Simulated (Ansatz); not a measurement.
# C3H5BF2: a ladder of functionals and wavefunction methods

One table from this session's results is given with a row withheld; the runs are named, their logs left out.

The runs use Ansatz 0.2.0, Gaussian basis; functionals in def2-TZVPP, the program's frozen cores in correlated methods.

Plan: LDA (SPW92), PBE-D4, revPBE-D4, BLYP-D4, r2SCAN-D4, B97M-V, PBE0-D4, B3LYP-D4, r2SCANh-D4, r2SCAN0-D4, HSE06-D4, BHLYP-D4, CAM-B3LYP-D4, LC-ωPBE, ωB97X-V, ωB97M-V, B2PLYP, PBE-QIDH; CCSD(T)/def2-SVP; CCSD(T)/def2-TZVPP; MP2/def2-QZVPP; extrapolation to the limit; RPA on PBE.

## The geometry

All runs share one geometry, relaxed beforehand with PBE0-D4 in a triple-zeta def2 set.

SMILES `FB(F)C1CC1`, 11 atoms, charge 0, spin multiplicity 1.

Atoms are counted from 1 here; the program's logs count them from 0.

Bond lengths: F1–B2 1.327 Å, B2–F3 1.323 Å, B2–C4 1.531 Å, C4–C5 1.520 Å, C4–C6 1.520 Å, C4–H7 1.084 Å, C5–C6 1.476 Å, C5–H8 1.083 Å, C5–H9 1.082 Å, C6–H10 1.082 Å, C6–H11 1.083 Å. Angles: F1–B2–F3 116.1°, F1–B2–C4 121.3°, F3–B2–C4 122.6°, B2–C4–C5 118.6°, B2–C4–C6 118.5°, B2–C4–H7 117.2°, C5–C4–C6 58.1°, C5–C4–H7 115.6°, C6–C4–H7 115.6°, C4–C5–C6 61.0°, C4–C5–H8 117.4°, C4–C5–H9 116.3°, C6–C5–H8 118.2°, C6–C5–H9 118.5°, H8–C5–H9 114.9°, C4–C6–C5 60.9°, C4–C6–H10 116.3°, C4–C6–H11 117.4° and more.

The first run:

Input file in.yaml:

```yaml
crystal:
  periodic: [false, false, false]
  atoms:
    - {symbol: F, position_ang: [0.690730, -0.365608, 2.100445]}
    - {symbol: B, position_ang: [0.965507, 0.534536, 1.164413]}
    - {symbol: F, position_ang: [1.850311, 1.462962, 1.490958]}
    - {symbol: C, position_ang: [0.290147, 0.486385, -0.209288]}
    - {symbol: C, position_ang: [-1.140871, -0.018237, -0.299516]}
    - {symbol: C, position_ang: [-0.047130, -0.870967, -0.805511]}
    - {symbol: H, position_ang: [0.561683, 1.256479, -0.921591]}
    - {symbol: H, position_ang: [-1.627255, -0.304215, 0.624568]}
    - {symbol: H, position_ang: [-1.781542, 0.479796, -1.015693]}
    - {symbol: H, position_ang: [0.078539, -0.969867, -1.875939]}
    - {symbol: H, position_ang: [0.225080, -1.748264, -0.232345]}
basis:
  gaussian: {orbitals: def2-TZVPP}
hamiltonian: {xc: lda}
output: {orbitals: {seedname: orbitals}}
```

Among the steps run: LDA; PBE-D4 (GGA); revPBE-D4 (GGA); BLYP-D4 (GGA); r2SCAN-D4 (meta-GGA); B97M-V (meta-GGA); PBE0-D4 (hybrid); B3LYP-D4 (hybrid); r2SCANh-D4 (hybrid); r2SCAN0-D4 (hybrid); HSE06-D4 (hybrid); BHLYP-D4 (hybrid); CAM-B3LYP-D4 (range-separated); LC-ωPBE (range-separated); ωB97X-V (range-separated); ωB97M-V (range-separated); B2PLYP (double hybrid); PBE-QIDH (double hybrid).

One of the session's tables, all rows but one given; the rest of the session is left out.

It belongs to the step «Orbital energies across the functionals». 

```
  functional  HOMO (eV)  gap (eV)
 LDA (SPW92)      -7.74      6.72
      PBE-D4      -7.55      6.85
   revPBE-D4          ?         ?
     BLYP-D4      -7.41      6.81
   r2SCAN-D4      -7.81      7.52
      B97M-V      -7.90      7.60
     PBE0-D4      -8.89      9.22
    B3LYP-D4      -8.65      8.69
  r2SCANh-D4      -8.32      8.39
  r2SCAN0-D4      -9.06      9.64
    HSE06-D4      -8.49      8.43
    BHLYP-D4     -10.05     11.37
CAM-B3LYP-D4     -10.27     11.64
     LC-ωPBE     -11.67     14.34
     ωB97X-V     -11.27     13.81
     ωB97M-V     -11.15     13.40
```

Q: Estimate the row for revPBE-D4 from the others.

**Answer.** HOMO (eV): -7.47; gap (eV): 6.90. In the column «HOMO (eV)» it lies between PBE-D4 (-7.55) and BLYP-D4 (-7.41).
